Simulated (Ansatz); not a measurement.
# W12CO: the cost of one run

Method: DFT PBE, scalar-relativistic, plane waves, PAW, in Ansatz 0.2.0.

The COD cell was measured well above room temperature, so it is larger than a cold one.

## (1) The structure to begin with

It takes space group Cm (No. 8, monoclinic). Conventional cell: a = 6.367 Å, b = 9.005 Å, c = 22.506 Å, α = 90.00°, β = 90.00°, γ = 90.00°. W (site symmetry m) has 6 W at 2.70 to 2.76 Å in its first shell of neighbours. Around W (site symmetry 1) lie 6 W at 2.70 to 2.76 Å. W (site symmetry m) has 8 W at 2.70 to 2.76 Å in its first shell of neighbours. Around W (site symmetry 1) lie 8 W at 2.70 to 2.76 Å. Around W (site symmetry m) lie 1 C at 2.08 Å. W (site symmetry 1) is surrounded by 6 W at 2.70 to 2.76 Å and 1 C at 2.92 Å. Only part of the 11 independent sites is listed.

Coordinates:

```xyz
14
Lattice="5.5143 0.0000 0.0000 -1.8381 5.1990 0.0000 0.0000 0.0000 22.5062" Properties=species:S:1:pos:R:3 pbc="T T T"
W     0.9191    1.2997    4.0000
W     0.0000    3.8992    4.0000
W     3.6762    1.2997    4.0000
W     2.7572    3.8992    4.0000
W     0.0000    0.0000    6.1781
W    -0.9191    2.5995    6.1781
W     2.7572    0.0000    6.1781
W     1.8381    2.5995    6.1781
W     0.9191    1.2997    8.3562
W     0.0000    3.8992    8.3562
W     3.6762    1.2997    8.3562
W     2.7572    3.8992    8.3562
C     1.5318    2.1662   10.1462
O     1.5318    2.1662   11.2962
```

This is the geometry of the first run shown, built on a cell relaxed beforehand with the same method.

## (2) Plan of the line

Atoms count from 1 in the order of the input.

CO is moved along a line over the surface and along the normal, above a rigid substrate.

First coordinate, position of C13 along the diagonal of the surface cell, from above W9: 6 values from 0.00 to 2.65 Å, periodic. Second coordinate, height of C13 above the plane of W9: 7 values from 1.39 to 4.19 Å.

Nothing else is relaxed. Points are written as (first, second).

## (3) The run at (1.06 Å, 1.79 Å)

A dipole layer in the vacuum cancels the field that periodic copies would set up if the slab's two faces differ.

The input, input.yaml:

```yaml
crystal:
  lattice:
    - [5.5143287196, 0.0, 0.0]
    - [-1.8381095732, 5.1989589751, 0.0]
    - [0.0, 0.0, 22.5062160745]
  atoms:
    - { symbol: W, position: [0.25, 0.25, 0.1777286767] }
    - { symbol: W, position: [0.25, 0.75, 0.1777286767] }
    - { symbol: W, position: [0.75, 0.25, 0.1777286767] }
    - { symbol: W, position: [0.75, 0.75, 0.1777286767] }
    - { symbol: W, position: [0.0, 0.0, 0.274508017] }
    - { symbol: W, position: [0.0, 0.5, 0.274508017] }
    - { symbol: W, position: [0.5, 0.0, 0.274508017] }
    - { symbol: W, position: [0.5, 0.5, 0.274508017] }
    - { symbol: W, position: [0.25, 0.25, 0.3712848062] }
    - { symbol: W, position: [0.25, 0.75, 0.3712848062] }
    - { symbol: W, position: [0.75, 0.25, 0.3712848062] }
    - { symbol: W, position: [0.75, 0.75, 0.3712848062] }
    - { symbol: C, position: [0.4166666667, 0.4166666667, 0.4508183891] }
    - { symbol: O, position: [0.4166666667, 0.4166666667, 0.5019153836] }
basis:
  ecutwfc: 420
kpoints:
  mp_grid: { grid: [5, 5, 1] }
hamiltonian:
  xc: pbe
  pseudopotentials: { kind: paw, azcp: { folder: soft_1 } }
scf:
  occupations: { method: gaussian, width: 0.1 }
output:
  forces: true
  eigenvalues: true
efield:
  axis: 3
  dipole_correction: true
  ramp_width: 0.04
```

On the command line:

```console
$ ansatz run input.yaml --threads 4 --pin off --max-ram 12288MiB --backend cpu --events-out ev --progress --plain --runs-dir out
```

What time and memory should one allow on 4 threads of Arm Neoverse N1, shared host?

About 38 s, with a peak of 1.7 GiB.
